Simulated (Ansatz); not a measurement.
# CH₅BFGa: a ladder of functionals and wavefunction methods

One table from this session's results is given with a row withheld; the runs are named, their logs left out.

Method: functionals in def2-TZVPP, the program's frozen cores in correlated methods; program: Ansatz 0.2.0, Gaussian basis.

Levels to be run: LDA (SPW92), PBE-D4, revPBE-D4, BLYP-D4, r2SCAN-D4, B97M-V, PBE0-D4, B3LYP-D4, r2SCANh-D4, r2SCAN0-D4, HSE06-D4, BHLYP-D4, CAM-B3LYP-D4, LC-ωPBE, ωB97X-V, ωB97M-V, B2PLYP, PBE-QIDH; CCSD(T)/def2-SVP; CCSD(T)/def2-TZVPP; MP2/def2-QZVPP; extrapolation to the limit; RPA on PBE.

### The relaxed structure

The geometry comes from an earlier relaxation with PBE0-D4 in a triple-zeta def2 set; it is a stationary point, not always the lowest conformer.

9 atoms, charge 0, spin multiplicity 1.

Atoms are counted from 1 here; the program's logs count them from 0.

Bond lengths: B1–C2 1.461 Å, B1–Ga4 2.213 Å, B1–H5 1.236 Å, B1–H6 1.189 Å, C2–F3 1.352 Å, C2–Ga4 2.261 Å, C2–H7 1.090 Å, Ga4–H8 1.561 Å, Ga4–H9 1.560 Å. Angles: C2–B1–Ga4 72.7°, C2–B1–H5 112.8°, C2–B1–H6 126.8°, Ga4–B1–H5 70.4°, Ga4–B1–H6 117.0°, H5–B1–H6 119.8°, B1–C2–F3 123.2°, B1–C2–Ga4 69.2°, B1–C2–H7 126.3°, F3–C2–Ga4 120.4°, F3–C2–H7 109.8°, Ga4–C2–H7 92.5°, B1–Ga4–C2 38.1°, B1–Ga4–H8 126.3°, B1–Ga4–H9 105.3°, C2–Ga4–H8 104.1°, C2–Ga4–H9 129.6°, H8–Ga4–H9 125.2°.

As a file:

```xyz
9
CH5BFGa
B    -0.3863    0.9266    0.4773
C     0.8268    0.7257   -0.3113
F     2.0719    0.8358    0.2052
Ga   -0.3284   -1.2069   -0.1061
H    -1.4146    0.6400   -0.1459
H    -0.4480    1.1661    1.6407
H     0.8841    0.6309   -1.3959
H    -0.3910   -1.7686   -1.5612
H    -0.7259   -1.9958    1.1801
```

The first run:

The input, in.yaml:

```yaml
crystal:
  periodic: [false, false, false]
  atoms:
    - {symbol: B, position_ang: [-0.386258, 0.926609, 0.477319]}
    - {symbol: C, position_ang: [0.826842, 0.725695, -0.311256]}
    - {symbol: F, position_ang: [2.071871, 0.835751, 0.205240]}
    - {symbol: Ga, position_ang: [-0.328357, -1.206924, -0.106110]}
    - {symbol: H, position_ang: [-1.414618, 0.639956, -0.145904]}
    - {symbol: H, position_ang: [-0.448021, 1.166126, 1.640697]}
    - {symbol: H, position_ang: [0.884079, 0.630910, -1.395901]}
    - {symbol: H, position_ang: [-0.391020, -1.768579, -1.561218]}
    - {symbol: H, position_ang: [-0.725917, -1.995846, 1.180131]}
basis:
  gaussian: {orbitals: def2-TZVPP}
hamiltonian: {xc: lda}
output: {orbitals: {seedname: orbitals}}
```

On the command line:

```
> ansatz run in.yaml --threads 2 --pin off --events-out ev --progress --plain --max-ram 4352MiB
```

Among the steps run: LDA; PBE-D4 (GGA); revPBE-D4 (GGA); BLYP-D4 (GGA); r2SCAN-D4 (meta-GGA); B97M-V (meta-GGA); B3LYP-D4 (hybrid); r2SCANh-D4 (hybrid); r2SCAN0-D4 (hybrid); HSE06-D4 (hybrid); BHLYP-D4 (hybrid); CAM-B3LYP-D4 (range-separated); LC-ωPBE (range-separated); ωB97X-V (range-separated); ωB97M-V (range-separated); B2PLYP (double hybrid); PBE-QIDH (double hybrid).

One table of the session follows, with a row left open; its other results are not shown here.

It belongs to the step «Orbital energies across the functionals». 

```
  functional  HOMO (eV)  LUMO (eV)  gap (eV)
 LDA (SPW92)      -6.59      -3.05      3.54
      PBE-D4      -6.42      -2.77      3.65
   revPBE-D4          ?          ?         ?
     BLYP-D4      -6.27      -2.67      3.60
   r2SCAN-D4      -6.63      -2.54      4.09
      B97M-V      -6.72      -2.67      4.05
     PBE0-D4      -7.54      -1.95      5.59
    B3LYP-D4      -7.33      -2.19      5.14
  r2SCANh-D4      -7.06      -2.25      4.81
  r2SCAN0-D4      -7.69      -1.82      5.87
    HSE06-D4      -7.15      -2.32      4.82
    BHLYP-D4      -8.52      -1.12      7.40
CAM-B3LYP-D4      -8.81      -1.00      7.81
     LC-ωPBE     -10.10       0.15     10.24
     ωB97X-V      -9.76       0.04      9.80
     ωB97M-V      -9.65      -0.16      9.49
```

Estimate the missing values for revPBE-D4.

The run gave: HOMO (eV): -6.35; LUMO (eV): -2.65; gap (eV): 3.70. In the column «HOMO (eV)» it lies between PBE-D4 (-6.42) and BLYP-D4 (-6.27).
